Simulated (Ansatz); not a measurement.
Crystal: CsLiCr2Te2S3.

```
Cs Li Cr Te S
1.0
     3.60358    0.00000    0.00000
    -1.80179    3.12079    0.00000
     0.00000    0.00000   19.06651
Cs Li Cr Te S
1 1 2 2 3
Cartesian
  0.0000 0.0000 7.1307
  1.8018 1.0403 0.3064
  0.0000 0.0000 16.5187
  0.0000 2.0805 3.2095
  0.0000 2.0805 10.2751
  1.8018 1.0403 14.7338
  0.0000 0.0000 1.9124
  0.0000 2.0805 17.7166
  1.8018 1.0403 4.4631
```

The cell was built by a generator and needn't be a form met in nature.

```yaml
Program: Ansatz 0.2.0
Task: relaxation of cell and atoms
Functional: PBEsol
Potentials_or_basis: Ansatz PAW
Cutoff: "420 eV (not typed: the program's choice for these potentials)"
k_mesh: 6 × 6 × 1
Occupations: fermi-dirac, width 0.05 eV
Spin: collinear spin, ferromagnetic start
Starting_moments: "[0.0, 0.0, 3.0, 3.0, 0.0, 0.0, 0.0, 0.0, 0.0] μB"
```

At the start: volume 23.82 Å³/atom.

Task: How do energy, volume and symmetry change on relaxing?

Result: It ends after 7 steps and the volume is 21.74 Å³/atom (-8.7 %); space group P3m1 (No. 156, to 0.05 Å); moment 5.60 μB per cell.

The path:
```
step  energy change (eV)  largest force (eV/Å)  volume (Å³)
   1              0.0000                0.3941       214.42
   2             -0.0968                0.4504       203.56
   3             -0.1215                0.1068       199.17
   4             -0.1312                0.0989       194.22
   5             -0.1335                0.0520       195.87
   6             -0.1339                0.0034       195.69
   7             -0.1319                0.0034       195.69
```

Final structure:
```
CELL_PARAMETERS angstrom
3.54224 0.00000 0.00000
-1.77112 3.06767 0.00000
0.00000 0.00000 18.00884
ATOMIC_POSITIONS crystal
Cs 0.00000 0.00000 0.38406
Li 0.66667 0.33333 0.01175
Cr 0.00000 0.00000 0.85715
Cr 0.33333 0.66667 0.17075
Te 0.33333 0.66667 0.55600
Te 0.66667 0.33333 0.75948
S 0.00000 0.00000 0.09959
S 0.33333 0.66667 0.92179
S 0.66667 0.33333 0.23944
```

Caveat: the plane-wave basis is chosen anew once the cell has moved, so the energies of steps on either side of that aren't comparable; only a ferromagnetic start was run, and an antiferromagnetic order may lie lower in energy; the PAW data sets come from PBE, with cores solved anew for the run's functional, which leaves a small shift of forces and pressure.
